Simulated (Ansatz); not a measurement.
**Ti (Fm-3m): calculation of the elastic constants, by script**

The task is a calculation of the elastic constants, for Ti (Fm-3m).

This is Ti in the fcc structure; at room conditions it is hcp.

Program: Ansatz 0.2.0, driven from Python. Level of theory: DFT r2SCAN, plane waves, PAW. These are calculated values, not measurements.

**1. The structure**

The structure is cubic, space group Fm-3m (No. 225). The conventional cell has a = 4.060 Å, b = 4.060 Å, c = 4.060 Å, α = 90.00°, β = 90.00°, γ = 90.00°. Around Ti (site symmetry m-3m) lie 12 Ti at 2.87 Å.

No structure file is read: the coordinates are typed or built in the script.

**2. The code**

Contents of ti.py:

```python
"""Stiffness tensor and moduli of Ti."""

from dataclasses import replace
import warnings

import ansatz as az
import numpy as np

warnings.simplefilter("ignore", az.DeckWarning)

crystal = (
    az.Lattice.of([0.0, 2.03, 2.03], [2.03, 0.0, 2.03], [2.03, 2.03, 0.0])
    .atom("Ti", [0.0, 0.0, 0.0])
)

job = (
    crystal.calculation()
    .occupations("fermi_dirac", width=0.15)
    .functional("r2scan")
    .kpoints(18, 18, 18)
)
# first bring the cell to zero stress
rest = job.relax(cell=True).run(threads=1).lattice
relaxed = az.Crystal(lattice=az.Lattice.of(rest.cell_ang))
for site in rest.sites:
    relaxed = relaxed.atom(site.symbol, site.position_frac)
job = replace(job, crystal=relaxed)
print("relaxed volume {:.3f} A^3".format(abs(np.linalg.det(rest.cell_ang))))
out = job.elastic("relaxed-ion").run(threads=1)
elastic = out.elastic

print(np.array2string(np.round(elastic.c_gpa, 1) + 0.0, suppress_small=True))
print("Voigt stress of the unstrained cell (GPa, tension positive):", np.round(elastic.sigma0_gpa, 3) + 0.0)
print("smallest eigenvalue of C:", round(elastic.stability.min_eigenvalue_gpa, 1), "GPa; tensor positive definite:", elastic.stability.min_eigenvalue_gpa > 0)
# averaged moduli need a positive definite tensor
if elastic.stability.min_eigenvalue_gpa > 0:
    m = elastic.moduli
    anisotropy = 5 * m.g_voigt_gpa / m.g_reuss_gpa + m.k_voigt_gpa / m.k_reuss_gpa - 6
    print(f"Voigt K {m.k_voigt_gpa:.1f} G {m.g_voigt_gpa:.1f}; Reuss K {m.k_reuss_gpa:.1f} G {m.g_reuss_gpa:.1f}; universal anisotropy index {anisotropy:.3f}")
```

**3. The run**

Started as:

```bash
python ti.py
```

**Question.** What results will this script give? Wanted: moves of the relaxation of run 1; energy gained in run 1; last largest force component of run 1; relaxed conventional cell of run 1; space group at the end of run 1; bulk modulus; shear modulus; least eigenvalue of C.

The runs gave:

```
                                                  quantity                                                                      value
                                             runs compared                                                                          2
                          moves of the relaxation of run 1                                                                          3
energy gained in run 1 (ahead of the last change of basis)                                                              10.0 meV/atom
                     last largest force component of run 1                                                                0.0000 eV/Å
                        relaxed conventional cell of run 1  a = 4.116 Å, b = 4.116 Å, c = 4.116 Å, α = 90.00°, β = 90.00°, γ = 90.00°
                           space group at the end of run 1                                                                      Fm-3m
                                       bulk modulus (Hill)                                                                  110.5 GPa
                                      shear modulus (Hill)                                                                   33.0 GPa
                                     least eigenvalue of C                                                                   19.6 GPa
```

**Reading.** In CPU time, run 2 (elastic constants) cost about 6.3 times as much as run 1 (relaxation). In run 1, the volume grew by 4.2 % over 3 moves, and the space group stayed Fm-3m. C is positive definite: mechanically stable against homogeneous strain. The ratio K/G is 3.35, on the ductile side of Pugh's 1.75. What to keep in mind:
- Spin is left out of this run.
- A positive definite tensor excludes instabilities under uniform strain alone; phonons elsewhere in the zone can still be imaginary.
- This isn't the structure that Ti takes at ambient conditions.
- Shear constants of a metal converge slowly with the k-point mesh and can be wrong in sign on a coarse one; the constants belong to the cell that was strained.
